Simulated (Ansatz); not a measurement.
# CdIn: the cost of one run

Computed with Ansatz 0.2.0 (DFT PBEsol, scalar-relativistic, plane waves, PAW, unless a step's input says otherwise).

1 further run of the same task is left out (set aside as unsound or not needed).

## 1. The system as given

Symmetry: P-6m2, No. 187, hexagonal system. The conventional cell has a = 3.217 Å, b = 3.217 Å, c = 5.283 Å, α = 90.00°, β = 90.00°, γ = 120.00°. Cd (site symmetry -6m2) has 6 Cd at 3.22 Å and 6 In at 3.23 Å as nearest neighbours. In (site symmetry -6m2) has 6 In at 3.22 Å and 6 Cd at 3.23 Å as nearest neighbours.

As a file:

```
Cd In
1.0
     3.21732    0.00000    0.00000
    -1.60866    2.78628    0.00000
     0.00000    0.00000    5.28259
Cd In
1 1
Direct
  0.00000 0.00000 0.50000
  0.66667 0.33333 0.00000
```

It goes back to an entry of the Materials Project, which need not be the stable form.

It is the result of an earlier relaxation at this level (volume 23.68 Å³/atom; gap on the mesh: none (metal)).

## 2. Plan of the line

The energy is mapped over the lattice constants a and c of the conventional cell.

First coordinate, lattice constant a (and b): 5 values from 3.057 to 3.378 Å. Second coordinate, lattice constant c: 5 values from 4.860 to 5.705 Å.

Nothing else is relaxed (symmetry fixes all fractional coordinates). Energies count from the relaxed crystal. Points are written as (first, second).

## 3. Grid point (3.057 Å, 4.860 Å)

Input file input.yaml:

```yaml
crystal:
  lattice:
    - [3.0565, 0.0, 0.0]
    - [-1.52825, 2.6470066467, 0.0]
    - [0.0, 0.0, 4.86]
  atoms:
    - { symbol: Cd, position: [0.0, 0.0, 0.5] }
    - { symbol: In, position: [0.6666666667, 0.3333333333, 0.0] }
basis:
  ecutwfc: 420
kpoints:
  mp_grid: { grid: [18, 18, 8] }
hamiltonian:
  xc: pbesol
scf:
  occupations: { method: gaussian, width: 0.15 }
output:
  forces: true
  stress: true
  eigenvalues: true
```

Run with:

```console
> ansatz run input.yaml --threads 1 --pin off --max-ram 2048MiB --backend cpu --events-out ev --progress --plain --runs-dir out
```

**Question.** How long does this run take on 1 thread of Arm Neoverse V2, shared host, and how much memory does it need?

About 11 s, with a peak of 0.43 GiB.
